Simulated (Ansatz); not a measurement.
This was printed by a script on the Ansatz DFT code, driven from Python, for a geometry optimisation of C₃H₂BrF, SMILES C#CC(F)Br. What did the script look like? Level of theory: r2SCAN, def2-SVP basis, multiplicity 1.

| atom | x (Å) | y (Å) | z (Å) |
| --- | --- | --- | --- |
| C | 1.7587 | 0.0620 | 0.0365 |
| C | 0.5560 | -0.0169 | 0.0669 |
| C | -0.9038 | -0.1134 | 0.1050 |
| F | -1.2968 | -1.3478 | -0.3754 |
| Br | -1.6735 | 1.2799 | -0.9933 |
| H | 2.8144 | 0.1314 | 0.0096 |
| H | -1.2550 | 0.0048 | 1.1508 |

Output of `python opt_c3h2brf.py`:
```text
step   1  E = -75887.923121 eV  max force 1.1501 eV/A
step   2  E = -75887.963684 eV  max force 0.5883 eV/A
step   3  E = -75887.973619 eV  max force 0.2504 eV/A
step   4  E = -75887.975091 eV  max force 0.0449 eV/A
step   5  E = -75887.975249 eV  max force 0.0296 eV/A
step   6  E = -75887.975427 eV  max force 0.0482 eV/A
step   7  E = -75887.975461 eV  max force 0.0272 eV/A
step   8  E = -75887.975472 eV  max force 0.0103 eV/A
step   9  E = -75887.975475 eV  max force 0.0033 eV/A
reference energy    -75887.975482 eV
total energy        -75887.975482 eV
occupied (up, down): [32, 32]  virtual: [66, 66]  frozen: 0
bond        before    after (A)
C0-C1        1.2057   1.2135
C0-H5        1.0583   1.0751
C1-C2        1.4635   1.4467
C2-F3        1.3817   1.3568
C2-Br4       1.9339   1.9832
C2-H6        1.1095   1.1008
  atom  mulliken  lowdin
0    C    -0.371   0.014
1    C     0.275  -0.148
2    C     0.230  -0.085
3    F    -0.200   0.077
4   Br    -0.105   0.108
5    H     0.068   0.039
6    H     0.103  -0.005
dipole (e A): [0.3215 0.0456 0.2834]
```

The script that was run (others could print the same):

The script, `opt_c3h2brf.py`:
```python
"""Geometry optimisation of C3H2BrF."""

import ansatz as az
import numpy as np
import pandas as pd

config = {
    "basis": "def2-SVP",
    "xc": "r2scan",
}

geometry_ang = [
    ("C", [1.7587, 0.062, 0.0365]),
    ("C", [0.556, -0.0169, 0.0669]),
    ("C", [-0.9038, -0.1134, 0.105]),
    ("F", [-1.2968, -1.3478, -0.3754]),
    ("Br", [-1.6735, 1.2799, -0.9933]),
    ("H", [2.8144, 0.1314, 0.0096]),
    ("H", [-1.255, 0.0048, 1.1508]),
]
geometry = az.Crystal.molecule()
for symbol, xyz in geometry_ang:
    geometry = geometry.atom(symbol, xyz)

job = (
    geometry.calculation()
    .basis(gaussian=config["basis"])
    .functional(config["xc"])
)
symbols = [site.symbol for site in geometry.cartesian_sites]
start = np.array([site.position_ang for site in geometry.cartesian_sites], dtype=float)
def progress(event):
    if event["event"] == "relax_step":
        row = event["data"]
        print(f"step {row['step']:3d}  E = {row['lagrangian_ev']:.6f} eV  max force {row['allowed_force_max_ev_ang']:.4f} eV/A")


report = job.relax(force_tolerance=0.01, max_steps=100).session().plan().execute(on_event=progress).report
end = np.array(report["positions_ang"])

print("reference energy %16.6f eV" % report["reference_energy_ev"])
print("total energy     %16.6f eV" % report["free_energy_ev"])
print("occupied (up, down):", report["n_occupied"], " virtual:", report["n_virtual"], " frozen:", report["n_frozen"])

print("bond        before    after (A)")
for i, j in [(0, 1), (0, 5), (1, 2), (2, 3), (2, 4), (2, 6)]:
    d0, d1 = (np.linalg.norm(xyz[i] - xyz[j]) for xyz in (start, end))
    print(f"{symbols[i]}{i}-{symbols[j]}{j}".ljust(10), f"{d0:8.4f} {d1:8.4f}")

charges = report["charge_distribution"]
table = pd.DataFrame({"atom": symbols, "mulliken": charges["mulliken_charges_e"], "lowdin": charges["lowdin_charges_e"]})
print(table.round(3).to_string())
print("dipole (e A):", np.round(charges["dipole_moment_e_ang"], 4) + 0.0)
with open("c3h2brf_opt.xyz", "w") as handle:
    handle.write(f"{len(symbols)}\nrelaxed C3H2BrF\n")
    handle.writelines(f"{s:2s} {x:11.6f} {y:11.6f} {z:11.6f}\n" for s, (x, y, z) in zip(symbols, end))
```

What to keep in mind:
- Total energies depend on the basis set; only differences at equal settings carry meaning.
- The end point is the stationary point reached from this start; no frequency run checks that it is a minimum, and the basis set is modest.
- The Löwdin charges here are taken after orthogonalising the functions within each atom; they differ from plain Löwdin charges, and their signs can be unphysical.
- Wall time of the script: 62 s on 1 thread of Arm Neoverse V2, with other jobs on the host, peak memory 0.26 GiB.

(Lines on the test bed's own set-up are left out of the output.)
